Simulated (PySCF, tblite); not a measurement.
# C₆H₉Al: geometry, infrared bands and NMR shifts

Wanted: the infrared bands and NMR shifts of C₆H₉Al (`C#C[C]1([AlH2])CCC1`), by calculation.

The runs use tblite 0.8.0 and PySCF 2.14.0, with density-fitted response routines of our own; the level of theory stands in each step. All values are computed, except where a source is named. Atoms are numbered from 0 throughout.

**1. The starting structure**

16 atoms, charge 0, multiplicity 1; geometry from: force field or distance geometry start.

Bonds of the start (Å): C0–C1 1.20, C1–C2 1.47, C2–Al3 1.97, C2–C4 1.51, C4–C5 1.52, C5–C6 1.52, C6–C2 1.52, C0–H7 1.08, Al3–H8 1.58, Al3–H9 1.61, C4–H10 1.12, C4–H11 1.09, C5–H12 1.11, C5–H13 1.10, C6–H14 1.09, C6–H15 1.09.

**2. Relaxing the molecule with GFN2-xTB**

What the job is given:

```
{"job": {"kind": "relax", "xc": "GFN2-xTB", "basis": "xTB"}, "charge": 0, "multiplicity": 1}
C      0.820900     2.422700     1.018700
C      0.615800     1.303700     0.625500
C      0.386600    -0.071800     0.167600
Al     2.008500    -1.164300    -0.103400
C     -0.716600    -0.698800     0.982500
C     -1.698500    -0.008900     0.043600
C     -0.591900    -0.060500    -0.999900
H      0.999500     3.438800     1.351400
H      3.407800    -0.458900     0.104600
H      1.922500    -2.752700     0.139000
H     -0.771800    -1.792700     0.744500
H     -0.797200    -0.431700     2.036900
H     -1.925800     1.008300     0.435200
H     -2.560900    -0.659100    -0.172300
H     -0.578900    -0.967600    -1.602700
H     -0.527500     0.902400    -1.515100
```

The run is started by

```
OMP_NUM_THREADS=1 python probes_run.py task.json out
```

This one command runs all jobs of the session in turn.

**Question.** This job is followed by: GFN2-xTB harmonic vibrations, gas phase; GIAO PBE0/pcSseg-1 NMR shielding, non-relativistic, gas phase. What will the session give for the following? strongest single infrared mode (GFN2-xTB); zero-point energy (GFN2-xTB); ¹³C shifts against TMS (PBE0/pcSseg-1, means over atoms taken as alike); ¹H shifts against TMS (PBE0/pcSseg-1, means over atoms taken as alike); ²⁷Al shifts against AlH4- (PBE0/pcSseg-1).

**Answer**, as computed:

| quantity | value |
| --- | --- |
| strongest single infrared mode (GFN2-xTB) | 1753 cm⁻¹, 374 km/mol |
| zero-point energy (GFN2-xTB) | 74.5 kcal/mol |
| ¹³C shifts against TMS (PBE0/pcSseg-1, means over atoms taken as alike) | 101.2, 80.9, 32.9, 23.4, 22.7 ppm |
| ¹H shifts against TMS (PBE0/pcSseg-1, means over atoms taken as alike) | 5.52, 2.83, 2.77, 2.37, 2.19, 2.16 ppm |
| ²⁷Al shifts against AlH4- (PBE0/pcSseg-1) | 203.9 ppm |

In words: Over 108 steps the energy fell by 0.661 eV; of the close pairs, Al3–H9 changed most, 1.609 to 1.554 Å. All 42 modes are real, so the xTB geometry is a minimum. The strongest single mode, at 1753 cm⁻¹, moves mainly H9. GFN2-xTB is a fitted tight-binding method: band positions and strengths are rough. Its intensities can rank the bands wrongly. At PBE0/pcSseg-1: Shielding is most anisotropic at C1 (span 314 ppm, paramagnetic term -175 ppm).
